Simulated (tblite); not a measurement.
# C12H21N2: the cost of one run

Programs: tblite 0.8.0 and PySCF 2.14.0, with routines of our own; each step states its level. All values are computed. Atoms count from 0.

## 1. The starting structure

35 atoms, charge 1, multiplicity 1; geometry from: force field or distance geometry start.

## 2. Geometry optimisation with GFN2-xTB

What the job is given:

```
{"job": {"kind": "relax", "xc": "GFN2-xTB", "basis": "xTB"}, "charge": 1, "multiplicity": 1}
C     -2.322200     0.549000     1.583300
C     -2.642700    -0.176000     0.340600
C     -1.778300    -0.645700    -0.703000
C     -0.508200    -0.526000    -0.849000
C      0.335500     0.114600     0.128100
C      1.622600     0.156300    -0.144100
C      2.303200    -0.375600    -1.294300
C      3.644700    -0.222100    -1.357900
N      4.368400     0.437300    -0.337200
C      4.385200     1.884600    -0.318400
C      5.047900    -0.369000     0.652500
N     -3.916600    -0.467300     0.181100
C     -4.931500    -0.089900     1.128800
C     -4.357300    -1.194900    -1.016600
H     -1.683300     0.033000     2.309000
H     -1.894300     1.562800     1.407600
H     -3.320200     0.782100     2.120600
H     -2.302400    -1.182700    -1.543500
H     -0.058400    -0.965800    -1.741200
H      0.054000     0.582700     1.049800
H      2.255900     0.667300     0.613900
H      1.863200    -0.895900    -2.119800
H      4.190500    -0.618900    -2.218300
H      5.425300     2.273300    -0.479100
H      3.754600     2.348400    -1.082800
H      4.112700     2.196200     0.719400
H      4.516100    -1.320800     0.774400
H      5.029300     0.213900     1.601200
H      6.086100    -0.495100     0.250700
H     -4.733600    -0.579400     2.098800
H     -5.888700    -0.535300     0.753800
H     -5.048900     1.004700     1.197800
H     -3.948200    -2.221400    -1.064400
H     -5.487200    -1.272600    -0.926400
H     -4.184900    -0.619400    -1.951800
```

Launch:

```sh
$ OMP_NUM_THREADS=2 python excited_run.py task.json out
```

The driver reads the jobs from task.json and runs them one after another.

Q: Estimate the wall time and peak memory of this first job on 2 threads of Intel Xeon Platinum 8375C at 2.90GHz, shared host.

About 4.1 s, with a peak of 0.19 GiB.
